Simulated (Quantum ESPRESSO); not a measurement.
# WS2 (P6_3/mmc) in Quantum ESPRESSO: settings compared

One crystal, WS2, is run at these levels: PBE+U, revPBE+U, RPBE+U, PW91+U; tasks: single point.

Everything below comes from runs of Quantum ESPRESSO 7.5. Logs are shortened: lines on timing, memory, paths and dates and some standing lists are left out, and cuts for length are marked.

### Step 1. The crystal as given

The structure is hexagonal, space group P6_3/mmc (No. 194). Conventional cell: a = 3.180 Å, b = 3.180 Å, c = 12.500 Å, α = 90.00°, β = 90.00°, γ = 120.00°. Around W (site symmetry -6m2) lie 6 S at 2.45 Å. S (site symmetry 3m) is surrounded by 3 W at 2.45 Å.

### Step 2. Single point, PBE+U, collinear spin, ferromagnetic start

Contents of pw.in:

```
&CONTROL
  calculation = 'scf'
  prefix = 'pwscf'
  outdir = './tmp'
  pseudo_dir = './pseudo'
  tprnfor = .true.
  tstress = .true.
  disk_io = 'nowf'
/
&SYSTEM
  ibrav = 0
  nat = 6
  ntyp = 2
  ecutwfc = 74
  nbnd = 39
  occupations = 'smearing'
  smearing = 'gaussian'
  degauss = 0.00367493
  nspin = 2
  starting_magnetization(1) = 0.1429
  starting_magnetization(2) = 0
/
&ELECTRONS
  conv_thr = 2.4d-07
  electron_maxstep = 100
  mixing_beta = 0.7
  mixing_ndim = 20
/
ATOMIC_SPECIES
W    183.8400 W.upf
S     32.0600 S.upf
CELL_PARAMETERS angstrom
   3.1799994900    0.0000000000    0.0000000000
  -1.5899997400    2.7539603400    0.0000000000
   0.0000000000    0.0000000000   12.4999993200
ATOMIC_POSITIONS crystal
W      0.3333333333    0.6666666667    0.2500000000
W      0.6666666667    0.3333333333    0.7500000000
S      0.3333333333    0.6666666667    0.6200000000
S      0.6666666667    0.3333333333    0.1200000000
S      0.3333333333    0.6666666667    0.8800000000
S      0.6666666667    0.3333333333    0.3800000000
K_POINTS automatic
7 7 2 0 0 0
HUBBARD {ortho-atomic}
U W-5d 3.0
```

Potentials or basis: PseudoDojo 0.4.1 SR PBE standard.

On the command line:

```console
> OMP_NUM_THREADS=1 mpirun -n 2 pw.x -nk 2 -in pw.in > pw.out
```

pw.out:

```text
This program is part of the open-source Quantum ESPRESSO suite
     for quantum simulation of materials; please cite
[... 6 lines left out ...]
     using ibrav=0 with symmetry is DISCOURAGED, use correct ibrav instead

     K-points division:     npool     =       2
     Subspace diagonalization in iterative solution of the eigenvalue problem:
     a serial algorithm will be used

     G-vector sticks info
     --------------------
     sticks:   dense  smooth     PW     G-vecs:    dense   smooth      PW
     Sum         745     745    211                63777    63777    9831

     Using Slab Decomposition

     bravais-lattice index     =            0
     lattice parameter (alat)  =       6.0093  a.u.
     unit-cell volume          =     738.7395 (a.u.)^3
     number of atoms/cell      =            6
     number of atomic types    =            2
     number of electrons       =        52.00
     number of Kohn-Sham states=           39
     kinetic-energy cutoff     =      74.0000  Ry
     charge density cutoff     =     296.0000  Ry
     scf convergence threshold =      2.4E-07
     mixing beta               =       0.7000
     number of iterations used =           20  plain     mixing
     Exchange-correlation= PBE
                           (   1   4   3   4   0   0   0)
     Hubbard projectors: ortho-atomic
     Hubbard parameters of DFT+U (Dudarev formulation) in eV:
     U(W-5d) =  3.0000

     Internal variables: lda_plus_u =T, lda_plus_u_kind = 0

     Internal variables: orbital_resolved =F, hub_pot_fix =F, apply_U = F

     celldm(1)=   6.009328  celldm(2)=   0.000000  celldm(3)=   0.000000
     celldm(4)=   0.000000  celldm(5)=   0.000000  celldm(6)=   0.000000

     crystal axes: (cart. coord. in units of alat)
               a(1) = (   1.000000   0.000000   0.000000 )
               a(2) = (  -0.500000   0.866025   0.000000 )
               a(3) = (   0.000000   0.000000   3.930818 )

     reciprocal axes: (cart. coord. in units 2 pi/alat)
               b(1) = (  1.000000  0.577350 -0.000000 )
               b(2) = (  0.000000  1.154701  0.000000 )
               b(3) = (  0.000000 -0.000000  0.254400 )

     PseudoPot. # 1 for W  read from file:
     W.upf
     Pseudo is Norm-conserving + core correction, Zval = 14.0
     Generated using ONCVPSP code by D. R. Hamann
     Using radial grid of 1396 points,  8 beta functions with:
                l(1) =   0
                l(2) =   0
                l(3) =   1
                l(4) =   1
                l(5) =   2
                l(6) =   2
                l(7) =   3
                l(8) =   3

     PseudoPot. # 2 for S  read from file:
     S.upf
     Pseudo is Norm-conserving + core correction, Zval =  6.0
     Generated using ONCVPSP code by D. R. Hamann
     Using radial grid of 1146 points,  6 beta functions with:
                l(1) =   0
                l(2) =   0
                l(3) =   1
                l(4) =   1
                l(5) =   2
                l(6) =   2

     atomic species   valence    mass     pseudopotential
     W                14.00   183.84000     W ( 1.00)
     S                 6.00    32.06000     S ( 1.00)

     Starting magnetic structure
     atomic species   magnetization
     W               0.143
     S               0.000

     24 Sym. Ops., with inversion, found (12 have fractional translation)

   Cartesian axes

     site n.     atom                  positions (alat units)
         1        W      tau(   1) = (   0.0000000   0.5773503   0.9827045  )
         2        W      tau(   2) = (   0.5000000   0.2886751   2.9481135  )
         3        S      tau(   3) = (   0.0000000   0.5773503   2.4371072  )
         4        S      tau(   4) = (   0.5000000   0.2886751   0.4716982  )
         5        S      tau(   5) = (   0.0000000   0.5773503   3.4591199  )
         6        S      tau(   6) = (   0.5000000   0.2886751   1.4937109  )

     number of k points=    16  Gaussian smearing, width (Ry)=  0.0037
                       cart. coord. in units 2pi/alat
        k(    1) = (   0.0000000   0.0000000   0.0000000), wk =   0.0102041
        k(    2) = (   0.0000000   0.0000000  -0.1272000), wk =   0.0102041
        k(    3) = (   0.0000000   0.1649572   0.0000000), wk =   0.0612245
        k(    4) = (   0.0000000   0.1649572  -0.1272000), wk =   0.0612245
        k(    5) = (   0.0000000   0.3299144   0.0000000), wk =   0.0612245
        k(    6) = (   0.0000000   0.3299144  -0.1272000), wk =   0.0612245
[... 8 lines left out ...]
        k(   15) = (   0.2857143   0.4948717   0.0000000), wk =   0.0612245
        k(   16) = (   0.2857143   0.4948717  -0.1272000), wk =   0.0612245

     Dense  grid:    63777 G-vectors     FFT dimensions: (  36,  36, 144)

     Generating pointlists ...
     new r_m :   0.3180 (alat units)  1.9112 (a.u.) for type    1
     new r_m :   0.3180 (alat units)  1.9112 (a.u.) for type    2

     Initial potential from superposition of free atoms

     starting charge      51.9988, renormalised to      52.0000

     STARTING HUBBARD OCCUPATIONS:

     =================== HUBBARD OCCUPATIONS ===================
     ------------------------ ATOM    1 ------------------------
     Tr[ns(  1)] (up, down, total) =   4.00000  0.00000  4.00000
     Atomic magnetic moment for atom   1 =   4.00000
     SPIN  1
     eigenvalues:
       0.800  0.800  0.800  0.800  0.800
     eigenvectors (columns):
       1.000  0.000  0.000  0.000  0.000
       0.000  1.000  0.000  0.000  0.000
       0.000  0.000  1.000  0.000  0.000
       0.000  0.000  0.000  1.000  0.000
       0.000  0.000  0.000  0.000  1.000
     occupation matrix ns (before diag.):
       0.800  0.000  0.000  0.000  0.000
       0.000  0.800  0.000  0.000  0.000
[... 39 lines left out ...]
     eigenvectors (columns):
       1.000  0.000  0.000  0.000  0.000
       0.000  1.000  0.000  0.000  0.000
       0.000  0.000  1.000  0.000  0.000
       0.000  0.000  0.000  1.000  0.000
       0.000  0.000  0.000  0.000  1.000
     occupation matrix ns (before diag.):
       0.000  0.000  0.000  0.000  0.000
       0.000  0.000  0.000  0.000  0.000
       0.000  0.000  0.000  0.000  0.000
       0.000  0.000  0.000  0.000  0.000
       0.000  0.000  0.000  0.000  0.000

     Number of occupied Hubbard levels =    8.0000

     Atomic wfc used for Hubbard projectors are orthogonalized

     Starting wfcs are   36 randomized atomic wfcs +    3 random wfcs

     Self-consistent Calculation

     iteration #  1     ecut=    74.00 Ry     beta= 0.70
     Davidson diagonalization with overlap
     ethr =  1.00E-02,  avg # of iterations =  5.7

     =================== HUBBARD OCCUPATIONS ===================
     ------------------------ ATOM    1 ------------------------
     Tr[ns(  1)] (up, down, total) =   2.79425  1.78419  4.57844
     Atomic magnetic moment for atom   1 =   1.01006
     SPIN  1
     eigenvalues:
       0.499  0.499  0.578  0.578  0.641
     eigenvectors (columns):
       0.000 -0.000 -0.000 -0.000  1.000
      -0.609  0.793 -0.000  0.000  0.000
       0.793  0.609  0.000  0.000 -0.000
      -0.000 -0.000  0.866 -0.500  0.000
[... 43 lines left out ...]
     eigenvectors (columns):
       0.000 -0.000 -0.000 -0.000  1.000
      -0.609  0.793 -0.000  0.000  0.000
       0.793  0.609  0.000  0.000 -0.000
      -0.000 -0.000  0.853 -0.523  0.000
      -0.000 -0.000  0.523  0.853  0.000
     occupation matrix ns (before diag.):
       0.414  0.000 -0.000  0.000  0.000
       0.000  0.315  0.000 -0.000 -0.000
      -0.000  0.000  0.315  0.000  0.000
       0.000 -0.000  0.000  0.370 -0.000
       0.000 -0.000  0.000 -0.000  0.370

     Number of occupied Hubbard levels =    9.1569

     Threshold (ethr) on eigenvalues was too large:
     Diagonalizing with lowered threshold

     Davidson diagonalization with overlap
     ethr =  4.35E-04,  avg # of iterations =  3.5

     total energy              =    -391.33654563 Ry
     estimated scf accuracy    <       0.23859805 Ry
[... 71 lines left out ...]
     total magnetization       =     0.00 Bohr mag/cell
     absolute magnetization    =     0.02 Bohr mag/cell

     iteration #  9     ecut=    74.00 Ry     beta= 0.70
     Davidson diagonalization with overlap
     c_bands:  1 eigenvalues not converged
     ethr =  3.70E-09,  avg # of iterations =  4.2

     Magnetic moment per site  (integrated on atomic sphere of radius R)
     atom   1 (R=0.318)  charge= 10.4886  magn= -0.0010
     atom   2 (R=0.318)  charge= 10.4886  magn= -0.0010
     atom   3 (R=0.318)  charge=  4.2670  magn=  0.0005
     atom   4 (R=0.318)  charge=  4.2670  magn=  0.0005
     atom   5 (R=0.318)  charge=  4.2670  magn=  0.0005
     atom   6 (R=0.318)  charge=  4.2670  magn=  0.0005

     End of self-consistent calculation

     =================== HUBBARD OCCUPATIONS ===================
     ------------------------ ATOM    1 ------------------------
     Tr[ns(  1)] (up, down, total) =   2.45134  2.45278  4.90412
     Atomic magnetic moment for atom   1 =  -0.00144
     SPIN  1
     eigenvalues:
       0.437  0.437  0.506  0.506  0.565
     eigenvectors (columns):
       0.000 -0.000 -0.000 -0.000  1.000
      -0.609  0.793 -0.000  0.000  0.000
       0.793  0.609  0.000  0.000 -0.000
      -0.000 -0.000  0.861 -0.509  0.000
      -0.000 -0.000  0.509  0.861  0.000
     occupation matrix ns (before diag.):
       0.565  0.000 -0.000  0.000  0.000
       0.000  0.437  0.000 -0.000 -0.000
[... 39 lines left out ...]
     eigenvectors (columns):
       0.000 -0.000 -0.000 -0.000  1.000
      -0.609  0.793 -0.000  0.000  0.000
       0.793  0.609  0.000  0.000 -0.000
      -0.000 -0.000  0.861 -0.509  0.000
      -0.000 -0.000  0.509  0.861  0.000
     occupation matrix ns (before diag.):
       0.566  0.000 -0.000  0.000  0.000
       0.000  0.437  0.000 -0.000 -0.000
      -0.000  0.000  0.437  0.000  0.000
       0.000 -0.000  0.000  0.506 -0.000
       0.000 -0.000  0.000 -0.000  0.506

     Number of occupied Hubbard levels =    9.8082

 ------ SPIN UP ------------

          k = 0.0000 0.0000 0.0000 (  7979 PWs)   bands (ev):

   -63.4909 -63.4909 -27.6885 -27.6885 -27.5371 -27.5371 -27.5371 -27.5371
    -4.0513  -3.7977  -2.7242  -2.2782   3.7817   4.8165   7.3934   8.0811
     8.0811   8.0972   8.0972   9.3297   9.3297   9.3903   9.3903   9.7043
     9.8231  10.9803  13.3971  13.3971  13.5755  13.5755  13.5812  13.5812
    13.5922  13.5922  15.8641  16.2070  18.9471  19.4731  19.7624
[... 115 lines left out ...]
   -63.4727 -63.4727 -27.7975 -27.7975 -27.7111 -27.7111 -27.6252 -27.6252
    -1.6278  -1.6278  -1.4686  -1.4686   5.1321   5.1321   5.3213   5.3213
     6.4775   6.4775   6.8298   6.8298   7.5014   7.5014   8.3432   8.3432
    10.3641  10.3641  12.7433  12.7433  13.7710  13.7710  14.2574  14.2574
    15.7850  15.7850  17.2046  17.2046  18.2266  18.2266  19.7850

 ------ SPIN DOWN ----------

          k = 0.0000 0.0000 0.0000 (  7979 PWs)   bands (ev):

   -63.4925 -63.4925 -27.6906 -27.6906 -27.5393 -27.5393 -27.5393 -27.5393
    -4.0503  -3.7968  -2.7227  -2.2767   3.7811   4.8151   7.3948   8.0787
     8.0787   8.0947   8.0947   9.3289   9.3289   9.3895   9.3895   9.7057
     9.8196  10.9773  13.3965  13.3965  13.5745  13.5745  13.5806  13.5806
    13.5914  13.5914  15.8642  16.2074  18.9481  19.4740  19.7623
[... 115 lines left out ...]
   -63.4743 -63.4743 -27.7997 -27.7997 -27.7132 -27.7132 -27.6273 -27.6273
    -1.6268  -1.6268  -1.4676  -1.4676   5.1320   5.1320   5.3211   5.3211
     6.4775   6.4775   6.8302   6.8302   7.5019   7.5019   8.3439   8.3439
    10.3611  10.3611  12.7389  12.7389  13.7695  13.7695  14.2545  14.2545
    15.7833  15.7833  17.2044  17.2044  18.2265  18.2265  19.7854

     the Fermi energy is    11.5186 ev

!    total energy              =    -391.50928181 Ry
     estimated scf accuracy    <       0.00000018 Ry
     smearing contrib. (-TS)   =      -0.00000000 Ry
     internal energy E=F+TS    =    -391.50928181 Ry

     The total energy is F=E-TS. E is the sum of the following terms:
     one-electron contribution =    -160.03009434 Ry
     hartree contribution      =     100.51752106 Ry
     xc contribution           =     -91.64743495 Ry
     ewald contribution        =    -240.89511567 Ry
     Hubbard energy            =       0.54584209 Ry

     total magnetization       =     0.00 Bohr mag/cell
     absolute magnetization    =     0.01 Bohr mag/cell

     convergence has been achieved in   9 iterations

     Forces acting on atoms (cartesian axes, Ry/au):

     atom    1 type  1   force =     0.00000000    0.00000000    0.00000000
     atom    2 type  1   force =    -0.00000000   -0.00000000    0.00000000
     atom    3 type  2   force =     0.00000000   -0.00000000    0.04044042
     atom    4 type  2   force =     0.00000000    0.00000000    0.04044042
     atom    5 type  2   force =     0.00000000    0.00000000   -0.04044042
     atom    6 type  2   force =     0.00000000    0.00000000   -0.04044042

     Total force =     0.080881     Total SCF correction =     0.000017

     Computing stress (Cartesian axis) and pressure

          total   stress  (Ry/bohr**3)                   (kbar)     P=      -34.65
  -0.00011976   0.00000000   0.00000000          -17.62        0.00        0.00
   0.00000000  -0.00011976   0.00000000            0.00      -17.62        0.00
  -0.00000000   0.00000000  -0.00046713           -0.00        0.00      -68.72

=------------------------------------------------------------------------------=
   JOB DONE.
=------------------------------------------------------------------------------=
```

It took 1.9 min on 2 MPI ranks of Arm Neoverse V2, shared host; peak memory 0.6 GiB.

What came out:

```
Free energy                                           : -5326.7551 eV
Pressure                                              : -3.5 GPa
Largest force                                         : 1.040 eV/Å
Band gap on the k mesh                                : 1.17 eV, indirect (least direct gap 2.19 eV)
Net moment                                            : 0.00 μB per cell
Absolute moment                                       : 0.01 μB per cell
Valence electrons inside the program's atomic spheres : W 10.49; S 4.27
```

Forces in eV/Å, atoms in the order of the input:
```
W    0.000  0.000  0.000
W    0.000  0.000  0.000
S    0.000  0.000  1.040
S    0.000  0.000  1.040
S    0.000  0.000 -1.040
S    0.000  0.000 -1.040
```

Eigenvalues of the final occupation matrices:
| site | spin | trace | eigenvalues |
| --- | --- | --- | --- |
| W 1 5d | 1 | 2.45 | 0.44 0.44 0.51 0.51 0.57 |
| W 1 5d | 2 | 2.45 | 0.44 0.44 0.51 0.51 0.57 |
| W 2 5d | 1 | 2.45 | 0.44 0.44 0.51 0.51 0.57 |
| W 2 5d | 2 | 2.45 | 0.44 0.44 0.51 0.51 0.57 |

Caveat: spin-orbit coupling is left out, which moves the levels of the heavy elements; an odd mesh through Γ misses points on the zone boundary, where band edges often lie; this functional lacks dispersion, which binds the layers, so the pressure and a relaxed spacing across them are unreliable; forces of over 1 eV/Å show positions far from the minimum, so gaps and moduli don't describe the material at rest.

### Step 3. Single point, revPBE+U, collinear spin, ferromagnetic start

pw.in: that of step 2 with these lines changed.

```diff
@@ -15,2 +15,3 @@
   nbnd = 39
+  input_dft = 'revpbe'
   occupations = 'smearing'
```

Potentials or basis: PseudoDojo 0.4.1 SR PBE standard.

On the command line:

```console
> OMP_NUM_THREADS=1 mpirun -n 2 pw.x -nk 2 -in pw.in > pw.out
```

It took 1.9 min on 2 MPI ranks of Arm Neoverse V2, shared host; peak memory 0.6 GiB.

Results (log left out):

```
Free energy                                           : -5328.2140 eV
Pressure                                              : -1.8 GPa
Largest force                                         : 1.026 eV/Å
Band gap on the k mesh                                : 1.20 eV, indirect (least direct gap 2.19 eV)
Net moment                                            : 0.00 μB per cell
Absolute moment                                       : 0.01 μB per cell
Valence electrons inside the program's atomic spheres : W 10.48; S 4.28
```

Forces on the atoms (eV/Å):
```
W    0.000  0.000  0.000
W    0.000  0.000  0.000
S    0.000  0.000  1.026
S    0.000  0.000  1.026
S    0.000  0.000 -1.026
S    0.000  0.000 -1.026
```

Stress tensor (GPa, compression positive):
```
-0.08  0.00  0.00
 0.00 -0.08  0.00
 0.00  0.00 -5.13
```

Levels at points of the mesh, in eV from the valence-band top:
Spin up:
| k point | band 22 | band 23 | band 24 | band 25 | band 26 | band 27 | band 28 | band 29 | band 30 | band 31 |
| --- | --- | --- | --- | --- | --- | --- | --- | --- | --- | --- |
| (0.00, 0.00, 0.00) | -1.59 | -1.59 | -1.29 | -1.13 | 0.00 | 2.41 | 2.41 | 2.60 | 2.60 | 2.60 |
| (0.00, 0.00, -0.50) | -1.62 | -1.62 | -1.62 | -0.27 | -0.27 | 2.49 | 2.49 | 2.49 | 2.49 | 2.63 |
Spin down:
```tsv
k point	band 23	band 24	band 25	band 26	band 27	band 28	band 29	band 30
(0.00, 0.00, 0.00)	-1.59	-1.29	-1.13	0.00	2.41	2.41	2.59	2.59
(0.00, 0.00, -0.50)	-1.62	-1.62	-0.28	-0.28	2.49	2.49	2.49	2.49
```

Eigenvalues of the final occupation matrices:
| site | spin | trace | eigenvalues |
| --- | --- | --- | --- |
| W 1 5d | 1 | 2.45 | 0.44 0.44 0.50 0.50 0.57 |
| W 1 5d | 2 | 2.45 | 0.44 0.44 0.51 0.51 0.57 |
| W 2 5d | 1 | 2.45 | 0.44 0.44 0.50 0.50 0.57 |
| W 2 5d | 2 | 2.45 | 0.44 0.44 0.51 0.51 0.57 |

Caveat: the potentials were made for another functional, which shifts forces and pressure; spin-orbit coupling is left out, which moves the levels of the heavy elements; an odd mesh through Γ misses points on the zone boundary, where band edges often lie; this functional lacks dispersion, which binds the layers, so the pressure and a relaxed spacing across them are unreliable.

[end of part 1 of 2]
